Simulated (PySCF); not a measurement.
**[WOF3]−: how settings move a single point**

Which settings matter for [WOF3]−? Each run alters one on purpose. The structure is generated, not taken from experiment.

The runs use PySCF 2.14.0; B3LYP, W def2-SVP with ECP60, O def2-SVP, F def2-SVP; scalar-relativistic core potentials, no spin–orbit coupling.

2 further runs of the same task are left out: 2 for a known fault of the program.

## 1. Starting geometry

5 atoms, charge -1, spin multiplicity 3.

Bond lengths: W1–O2 1.728 Å, W1–F3 1.955 Å, W1–F4 1.957 Å, W1–F5 1.955 Å. Angles: O2–W1–F3 104.4°, O2–W1–F4 136.1°, O2–W1–F5 104.4°, F3–W1–F4 83.9°, F3–W1–F5 148.7°, F4–W1–F5 83.8°.

Geometry (Å):

```xyz
5
F3OW
W    -0.1457    0.0349    0.0644
O     0.7309    1.0832    1.1219
F    -0.5562   -1.5303    1.1611
F     0.3070   -1.2976   -1.2959
F    -0.5820    1.1533   -1.4783
```

Formal oxidation states: W +4. An earlier session relaxed this geometry at B3LYP, W def2-SVP with ECP60, O def2-SVP, F def2-SVP (triplet, point group Cs).

The sound run used a (50, 194) grid (finer on f atoms), a threshold of 1e-8 and at most 55 cycles, and ended at -441.813808 Eh.

## 2. Try 1

File run.py (the lines that set the calculation):

```python
mol = gto.M(atom='''
W     -0.14571     0.03488     0.06438
O      0.73090     1.08316     1.12187
F     -0.55615    -1.53034     1.16114
F      0.30696    -1.29765    -1.29593
F     -0.58199     1.15327    -1.47829''',
    basis={'W': 'def2-SVP', 'O': 'def2-SVP', 'F': 'def2-SVP'},
    ecp={'W': 'def2-SVP'},
    charge=-1, spin=2)
mf = dft.UKS(mol, xc='B3LYP')
mf.grids.atom_grid = (50, 194)
mf = mf.density_fit()  # fitting sets: W def2-universal-JKFIT, O def2-universal-JKFIT, F def2-universal-JKFIT
mf.conv_tol = 1e-06; mf.max_cycle = 55
mf.kernel(dm0)  # dm0: free metal ions and neutral atoms
```

Started as:

```bash
> OMP_NUM_THREADS=2 python run.py
```

What it wrote:

```text
init E= -457.783852984174
cycle= 1 E= -438.977035765458  delta_E= 18.8  |g|= 2.84  |ddm|= 3.08
cycle= 2 E= -436.368857220159  delta_E= 2.61  |g|= 3.52  |ddm|= 4.64
  HOMO = -0.0970829957676  LUMO = -0.0648768606496  gap/eV = 0.87637
cycle= 3 E= -440.890805317449  delta_E= -4.52  |g|= 1.52  |ddm|=    4
  HOMO = 0.0295119028584  LUMO = 0.0534471323251  gap/eV = 0.65131
cycle= 4 E= -441.549478411819  delta_E= -0.659  |g|= 0.801  |ddm|= 1.48
  HOMO = 0.0408511772376  LUMO = 0.0996139844257  gap/eV = 1.59902
cycle= 5 E= -441.791283821273  delta_E= -0.242  |g|= 0.233  |ddm|= 0.631
  HOMO = -0.0135262295729  LUMO = 0.0728273617591  gap/eV = 2.34980
cycle= 6 E= -441.811412788585  delta_E= -0.0201  |g|= 0.0689  |ddm|= 0.311
  HOMO = 0.00211901637437  LUMO = 0.0860997128168  gap/eV = 2.28523
cycle= 7 E= -441.81350059986  delta_E= -0.00209  |g|= 0.0286  |ddm|= 0.0816
  HOMO = 0.00361851324642  LUMO = 0.0872571963998  gap/eV = 2.27592
cycle= 8 E= -441.813778684575  delta_E= -0.000278  |g|= 0.00754  |ddm|= 0.0187
  HOMO = 0.00338680008405  LUMO = 0.087456392527  gap/eV = 2.28765
cycle= 9 E= -441.813806066664  delta_E= -2.74e-05  |g|= 0.00143  |ddm|= 0.00883
  HOMO = 0.00332748443653  LUMO = 0.0874167783989  gap/eV = 2.28819
cycle= 10 E= -441.813807509812  delta_E= -1.44e-06  |g|= 0.000684  |ddm|= 0.00267
  HOMO = 0.00333770272978  LUMO = 0.0874678634716  gap/eV = 2.28930
cycle= 11 E= -441.813807943233  delta_E= -4.33e-07  |g|= 0.000134  |ddm|= 0.00137
  HOMO = 0.0033497225014  LUMO = 0.0874790903723  gap/eV = 2.28928
Extra cycle  E= -441.813807971918  delta_E= -2.87e-08  |g|= 0.000176  |ddm|= 0.000417
converged SCF energy = -441.813807971918  <S^2> = 2.0064967  2S+1 = 3.004328
```

It took 4.1 s on 2 threads of Arm Neoverse V1, shared host.

Changed: the SCF threshold (1e-06). It converges in 11 cycles, at the sound run's energy within 0.001 eV, with a largest force component of 0.02 eV/Å. The result survives the change.

## 3. Try 2

Changes to run.py (the lines that set the calculation) since step 2:

```diff
@@ -10,5 +10,5 @@
 mf = dft.UKS(mol, xc='B3LYP')
-mf.grids.atom_grid = (50, 194)
+mf.grids.atom_grid = (99, 590)
 mf = mf.density_fit()  # fitting sets: W def2-universal-JKFIT, O def2-universal-JKFIT, F def2-universal-JKFIT
-mf.conv_tol = 1e-06; mf.max_cycle = 55
+mf.conv_tol = 1e-08; mf.max_cycle = 55
 mf.kernel(dm0)  # dm0: free metal ions and neutral atoms
```

Started as:

```bash
> OMP_NUM_THREADS=2 python run.py
```

What it wrote:

```text
init E= -457.78374629028
cycle= 1 E= -438.976785302919  delta_E= 18.8  |g|= 2.84  |ddm|= 3.08
cycle= 2 E= -436.368694759051  delta_E= 2.61  |g|= 3.52  |ddm|= 4.64
  HOMO = -0.0970851608472  LUMO = -0.0648923455878  gap/eV = 0.87601
cycle= 3 E= -440.890806848333  delta_E= -4.52  |g|= 1.52  |ddm|=    4
  HOMO = 0.0295121067108  LUMO = 0.0534339243068  gap/eV = 0.65095
cycle= 4 E= -441.549338568828  delta_E= -0.659  |g|= 0.801  |ddm|= 1.48
  HOMO = 0.0408367220508  LUMO = 0.0996012964808  gap/eV = 1.59907
cycle= 5 E= -441.791198432677  delta_E= -0.242  |g|= 0.233  |ddm|= 0.631
  HOMO = -0.0135384029005  LUMO = 0.072817431019  gap/eV = 2.34986
cycle= 6 E= -441.811324864114  delta_E= -0.0201  |g|= 0.069  |ddm|= 0.311
  HOMO = 0.00210424740363  LUMO = 0.0860919833872  gap/eV = 2.28542
cycle= 7 E= -441.813413286157  delta_E= -0.00209  |g|= 0.0286  |ddm|= 0.0816
  HOMO = 0.0036058354253  LUMO = 0.0872514715225  gap/eV = 2.27611
cycle= 8 E= -441.81369166725  delta_E= -0.000278  |g|= 0.00754  |ddm|= 0.0187
  HOMO = 0.00337361123051  LUMO = 0.0874513802413  gap/eV = 2.28787
cycle= 9 E= -441.813719053296  delta_E= -2.74e-05  |g|= 0.00143  |ddm|= 0.00883
  HOMO = 0.00331419797769  LUMO = 0.087412014427  gap/eV = 2.28842
cycle= 10 E= -441.813720496874  delta_E= -1.44e-06  |g|= 0.000684  |ddm|= 0.00267
  HOMO = 0.00332438135797  LUMO = 0.0874631960081  gap/eV = 2.28953
cycle= 11 E= -441.813720930502  delta_E= -4.34e-07  |g|= 0.000134  |ddm|= 0.00137
  HOMO = 0.00332169385487  LUMO = 0.0874702200961  gap/eV = 2.28980
cycle= 12 E= -441.813720979075  delta_E= -4.86e-08  |g|= 5.8e-05  |ddm|= 0.000552
  HOMO = 0.00332503245147  LUMO = 0.0874763303766  gap/eV = 2.28987
cycle= 13 E= -441.813720985129  delta_E= -6.05e-09  |g|= 2.65e-05  |ddm|= 0.000218
  HOMO = 0.00332258420221  LUMO = 0.0874750313431  gap/eV = 2.28990
Extra cycle  E= -441.813720984749  delta_E= 3.8e-10  |g|= 4.98e-05  |ddm|= 5.95e-05
converged SCF energy = -441.813720984749  <S^2> = 2.006536  2S+1 = 3.0043541
```

Run time: 12 s. Hardware: 2 threads of Arm Neoverse V1, shared host.

Changed: the integration grid, to (99, 590). It converges in 13 cycles, +0.002 eV from the sound run, with a largest force component of 0.03 eV/Å. The result survives the change.

## 4. Try 3

Changes to run.py (the lines that set the calculation) since step 3:

```diff
@@ -8,7 +8,7 @@
     ecp={'W': 'def2-SVP'},
-    charge=-1, spin=2)
+    charge=-4, spin=2)
 mf = dft.UKS(mol, xc='B3LYP')
-mf.grids.atom_grid = (99, 590)
+mf.grids.atom_grid = (50, 194)
 mf = mf.density_fit()  # fitting sets: W def2-universal-JKFIT, O def2-universal-JKFIT, F def2-universal-JKFIT
-mf.conv_tol = 1e-08; mf.max_cycle = 55
+mf.conv_tol = 1e-08; mf.max_cycle = 100
 mf.kernel(dm0)  # dm0: free metal ions and neutral atoms
```

Started as:

```bash
> OMP_NUM_THREADS=2 python run.py
```

What it wrote:

```text
RuntimeError: Electron number 53 and spin 2 are not consistent
Note mol.spin = 2S = Nalpha - Nbeta, not 2S+1
```

Hardware: 2 threads of Arm Neoverse V1, shared host.

Changed: the charge (by -3); the cycle limit is 100. The program refuses it: the number of electrons and the spin don't fit.

## 5. Try 4

File run.py (the lines that set the calculation):

```python
mol = gto.M(atom='''
W     -0.13697     0.03279     0.06052
O      0.68705     1.01817     1.05456
F     -0.52279    -1.43852     1.09147
F      0.28854    -1.21979    -1.21818
F     -0.54707     1.08407    -1.38959''',
    basis={'W': 'def2-SVP', 'O': 'def2-SVP', 'F': 'def2-SVP'},
    ecp={'W': 'def2-SVP'},
    charge=-1, spin=2)
mf = dft.UKS(mol, xc='B3LYP')
mf.grids.atom_grid = (50, 194)
mf = mf.density_fit()  # fitting sets: W def2-universal-JKFIT, O def2-universal-JKFIT, F def2-universal-JKFIT
mf.conv_tol = 1e-08; mf.max_cycle = 55
mf.kernel(dm0)  # dm0: free metal ions and neutral atoms
```

Started as:

```bash
> OMP_NUM_THREADS=2 python run.py
```

What it wrote:

```text
init E= -458.034851420399
cycle= 1 E= -439.67191438368  delta_E= 18.4  |g|=  2.5  |ddm|= 3.06
cycle= 2 E= -438.11638003699  delta_E= 1.56  |g|=  3.1  |ddm|= 3.87
  HOMO = -0.0527257000661  LUMO = 0.00409733214189  gap/eV = 1.54623
cycle= 3 E= -441.651508256717  delta_E= -3.54  |g|= 0.535  |ddm|= 2.98
  HOMO = 0.10090362986  LUMO = 0.118844109152  gap/eV = 0.48819
cycle= 4 E= -441.599397263112  delta_E= 0.0521  |g|= 0.658  |ddm|= 0.995
  HOMO = 0.0682393364156  LUMO = 0.115054328051  gap/eV = 1.27390
cycle= 5 E= -441.769623401989  delta_E= -0.17  |g|= 0.114  |ddm|= 0.512
  HOMO = 0.0399598878564  LUMO = 0.101248510657  gap/eV = 1.66775
cycle= 6 E= -441.774989168725  delta_E= -0.00537  |g|= 0.0253  |ddm|= 0.179
  HOMO = 0.0451797530035  LUMO = 0.105597301827  gap/eV = 1.64405
cycle= 7 E= -441.775258349563  delta_E= -0.000269  |g|= 0.0115  |ddm|= 0.033
  HOMO = 0.0456309702335  LUMO = 0.106079085498  gap/eV = 1.64488
cycle= 8 E= -441.775303484207  delta_E= -4.51e-05  |g|= 0.00304  |ddm|= 0.00888
  HOMO = 0.0455424987322  LUMO = 0.106226744036  gap/eV = 1.65130
cycle= 9 E= -441.775307762094  delta_E= -4.28e-06  |g|= 0.000803  |ddm|= 0.00415
  HOMO = 0.0455695430076  LUMO = 0.106254783041  gap/eV = 1.65133
cycle= 10 E= -441.775308217055  delta_E= -4.55e-07  |g|= 0.000266  |ddm|= 0.00195
  HOMO = 0.0455925977724  LUMO = 0.106284997004  gap/eV = 1.65152
cycle= 11 E= -441.775308286713  delta_E= -6.97e-08  |g|= 4.69e-05  |ddm|= 0.000722
  HOMO = 0.0455922198059  LUMO = 0.106285730782  gap/eV = 1.65155
cycle= 12 E= -441.7753082926  delta_E= -5.89e-09  |g|= 1.73e-05  |ddm|= 0.000234
  HOMO = 0.0455931316215  LUMO = 0.106286893888  gap/eV = 1.65156
Extra cycle  E= -441.775308293036  delta_E= -4.36e-10  |g|= 2.63e-05  |ddm|= 7.45e-05
converged SCF energy = -441.775308293036  <S^2> = 2.0043724  2S+1 = 3.0029135
```

It took 4.5 s on 2 threads of Arm Neoverse V1, shared host.

Changed: the scale of all coordinates (0.94). It converges in 12 cycles, +1.048 eV from the sound run, with a largest force component of 4.74 eV/Å. The setting is unsound, so these numbers aren't the compound's.

## 6. Try 5

File run.py (the lines that set the calculation):

```python
mol = gto.M(atom='''
W     -0.14571     0.03488     0.06438
O      0.73090     1.08316     1.12187
F     -0.55615    -1.53034     1.16114
F      0.30696    -1.29765    -1.29593
F     -0.58199     1.15327    -1.47829''',
    basis={'W': 'def2-SVP', 'O': 'def2-SVP', 'F': 'def2-SVP'},
    ecp={'W': 'def2-SVP'},
    charge=-1, spin=2)
mf = dft.UKS(mol, xc='B3LYP')
mf.grids.atom_grid = (50, 194)
mf = mf.density_fit()  # fitting sets: W def2-universal-JKFIT, O def2-universal-JKFIT, F def2-universal-JKFIT
mf.conv_tol = 1e-08; mf.max_cycle = 81
mf.kernel(dm0)  # dm0: core Hamiltonian
```

Started as:

```bash
> OMP_NUM_THREADS=2 python run.py
```

What it wrote:

```text
init E= -411.761378801146
cycle= 1 E= -348.71011984101  delta_E= 63.1  |g|= 9.91  |ddm|= 25.8
cycle= 2 E= -385.762871719689  delta_E= -37.1  |g|= 8.52  |ddm|= 26.8
cycle= 3 E= -423.610385148775  delta_E= -37.8  |g|= 4.51  |ddm|= 10.5
  HOMO = 0.0306311268255  LUMO = 0.0582472841788  gap/eV = 0.75147
cycle= 4 E= -422.620600324116  delta_E= 0.99  |g|= 5.27  |ddm|= 8.57
cycle= 5 E= -438.595532174918  delta_E=  -16  |g|= 2.54  |ddm|= 4.98
cycle= 6 E= -438.827645987323  delta_E= -0.232  |g|= 2.58  |ddm|= 3.42
cycle= 7 E= -441.482021106249  delta_E= -2.65  |g|= 0.801  |ddm|= 2.01
  HOMO = 0.00619229177696  LUMO = 0.0757119340658  gap/eV = 1.89173
cycle= 8 E= -441.742433337449  delta_E= -0.26  |g|= 0.426  |ddm|= 0.92
  HOMO = 0.0314933230953  LUMO = 0.107688481776  gap/eV = 2.07338
cycle= 9 E= -441.764984123105  delta_E= -0.0226  |g|= 0.334  |ddm|= 0.281
  HOMO = 0.00932163722686  LUMO = 0.0964825002394  gap/eV = 2.37177
cycle= 10 E= -441.809248178044  delta_E= -0.0443  |g|= 0.0981  |ddm|= 0.251
  HOMO = 0.00502488664796  LUMO = 0.0883058206427  gap/eV = 2.26619
cycle= 11 E= -441.813272682047  delta_E= -0.00402  |g|= 0.0353  |ddm|= 0.0796
  HOMO = 0.0031858660794  LUMO = 0.0872848110329  gap/eV = 2.28845
cycle= 12 E= -441.813775666254  delta_E= -0.000503  |g|= 0.00685  |ddm|= 0.0309
  HOMO = 0.00335609031477  LUMO = 0.0873955644817  gap/eV = 2.28683
cycle= 13 E= -441.813802493234  delta_E= -2.68e-05  |g|= 0.0018  |ddm|= 0.00913
  HOMO = 0.00344707407278  LUMO = 0.0874729952678  gap/eV = 2.28646
cycle= 14 E= -441.813806124706  delta_E= -3.63e-06  |g|= 0.00105  |ddm|= 0.0039
  HOMO = 0.00334513079948  LUMO = 0.0874449521829  gap/eV = 2.28847
cycle= 15 E= -441.813807491019  delta_E= -1.37e-06  |g|= 0.000731  |ddm|= 0.00274
  HOMO = 0.00332003250183  LUMO = 0.0874560702711  gap/eV = 2.28946
cycle= 16 E= -441.813807927073  delta_E= -4.36e-07  |g|= 0.000303  |ddm|= 0.00159
  HOMO = 0.00334562206377  LUMO = 0.0874787662143  gap/eV = 2.28938
cycle= 17 E= -441.81380799042  delta_E= -6.33e-08  |g|= 0.000114  |ddm|= 0.000642
  HOMO = 0.00333772422263  LUMO = 0.0874785230765  gap/eV = 2.28959
cycle= 18 E= -441.813807998047  delta_E= -7.63e-09  |g|= 1.78e-05  |ddm|= 0.00019
  HOMO = 0.00333324739816  LUMO = 0.0874778663177  gap/eV = 2.28969
Extra cycle  E= -441.813807997994  delta_E= 5.3e-11  |g|= 3.23e-05  |ddm|= 5.89e-05
converged SCF energy = -441.813807997994  <S^2> = 2.0065385  2S+1 = 3.0043558
```

It took 5.4 s on 2 threads of Arm Neoverse V1, shared host.

Changed: the starting guess (bare core Hamiltonian); the cycle limit is 81. It converges in 18 cycles, at the sound run's energy within 0.001 eV, with a largest force component of 0.02 eV/Å. The result survives the change.

## 7. Side by side

| run | changed | ending | energy change (eV) | cycles | time | usable |
| --- | --- | --- | --- | --- | --- | --- |
| 1 | the SCF threshold | converged | 0.000 | 11 | 4.1 s | yes |
| 2 | the integration grid | converged | +0.002 | 13 | 12 s | yes |
| 3 | the charge | refused | – | – | 0 s | no |
| 4 | the scale of all coordinates | converged | +1.048 | 12 | 4.5 s | no |
| 5 | the starting guess | converged | 0.000 | 18 | 5.4 s | yes |

3 of 5 altered runs give a usable result. 1 ended normally with numbers unfit to quote.
